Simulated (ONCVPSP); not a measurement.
# Ruthenium: generating and testing an ONCV potential

Aim: build the potential from the settings below, then test how well it stands in for the atom: other configurations, scattering, ghost states and the plane-wave cutoff that it needs.

Method: ONCVPSP 4.0.1, LDA (Perdew-Zunger), scalar-relativistic.

## Step 1: Starting point

The settings as typed:

| Item | Value |
| --- | --- |
| element | ruthenium (Ru, Z = 44) |
| type | optimised norm-conserving Vanderbilt (ONCV) |
| frozen core | [Ar] 3d10 |
| valence charge | 16 |
| reference configuration | 4s2 4p6 4d7 5s1 |
| partial waves | 4s+5s: rc 1.65 bohr, ncon 4, nbas 8, qcut 9.3 1/bohr, 2 projectors; 4p: rc 1.65 bohr, ncon 4, nbas 7, qcut 7.4 1/bohr, 2 projectors, debl 1.8 Ha; 4d: rc 1.35 bohr, ncon 4, nbas 7, qcut 6.2 1/bohr, local |
| local potential | the d channel |
| core correction | Teter function fitted to the true core (icmod 2), fcfact 0.4 |

An earlier all-electron run gives the scale for the radii.

All-electron outer shells of the reference configuration (LDA (Perdew-Zunger), scalar-relativistic, ld1.x):

```csv
shell,level (eV),outermost node (bohr),outermost maximum (bohr)
3d,-273.50,–,0.30
4s,-76.44,0.48,0.91
4p,-46.53,0.49,0.98
4d,-5.40,0.48,1.21
5s,-4.52,1.24,2.73
5p,-1.04,1.41,3.82
```

## Step 2: Generating the potential

Ru.dat reads:

```
# ATOM AND REFERENCE CONFIGURATION
# atsym  z   nc   nv     iexc    psfile
  Ru 44.00    6    4        3      upf
#
#   n    l    f
    1    0    2.00
    2    0    2.00
    2    1    6.00
    3    0    2.00
    3    1    6.00
    3    2   10.00
    4    0    2.00
    4    1    6.00
    4    2    7.00
    5    0    1.00
#
# PSEUDOPOTENTIAL AND OPTIMIZATION
# lmax
    2
#
#   l,   rc,      ep,       ncon, nbas, qcut
    0    1.65    0.00    4    8    9.30
    1    1.65    0.00    4    7    7.40
    2    1.35    0.00    4    7    6.20
#
# LOCAL POTENTIAL
# lloc, lpopt,  rc(5),   dvloc0
    2    5    1.35    0.00
#
# VANDERBILT-KLEINMAN-BYLANDER PROJECTORs
# l, nproj, debl
    0    2    1.80
    1    2    1.80
    2    0    0.40
#
# MODEL CORE CHARGE
# icmod, fcfact, rcfact
    2    0.40    0.70
#
# LOG DERIVATIVE ANALYSIS
# epsh1, epsh2, depsh
   -4.00    5.00    0.02
#
# OUTPUT GRID
# rlmax, drl
    6.00    0.01
#
# TEST CONFIGURATIONS
# ncnf
    4
# nvcnf
#   n    l    f
    4
    4    0    2.00
    4    1    6.00
    4    2    7.00
    5    0    0.00
#
    4
    4    0    2.00
    4    1    6.00
    4    2    6.00
    5    0    0.00
#
    4
    4    0    2.00
    4    1    6.00
    4    2    5.00
    5    0    0.00
#
    5
    4    0    2.00
    4    1    6.00
    4    2    7.00
    5    0    0.00
    5    1    1.00
#
```

The run is started by

```sh
$ oncvpsp.x < Ru.dat > Ru.out
```

What does the calculation give? Wanted: cutoffs for 1 and 0.1 mHa per electron, occupied waves; bound ghosts; GHOST(+) flags; largest test error; largest phase difference near zero energy, channels read; rms error of d²Exc/dn², without and with the model core.

As calculated:

| quantity | value |
| --- | --- |
| cutoffs for 1 and 0.1 mHa per electron, occupied waves | 42 Ha and 87 Ha |
| bound ghosts | none found |
| GHOST(+) flags | s at 412 eV |
| largest test error (AE − PS) | -2.1 meV, for 4s2 4p6 4d6 5s0 |
| largest phase difference near zero energy, channels read | 0.000 rad |
| rms error of d²Exc/dn², without and with the model core | 3.42 and 0.35 mHa |

What this shows: By total energies transferability is very good: the largest error is 2.1 meV on 26.1 eV, for 4s2 4p6 4d6 5s0. The potential is hard: the looser tolerance needs 42 Ha. At the looser tolerance the 4d wave is the slowest; 4s needs 26 Ha. The program's ghost test flags no bound state. Near zero energy the phases of the channels with partial waves agree within 0.001 rad. The program also flags highly localised states, GHOST(+) (s).
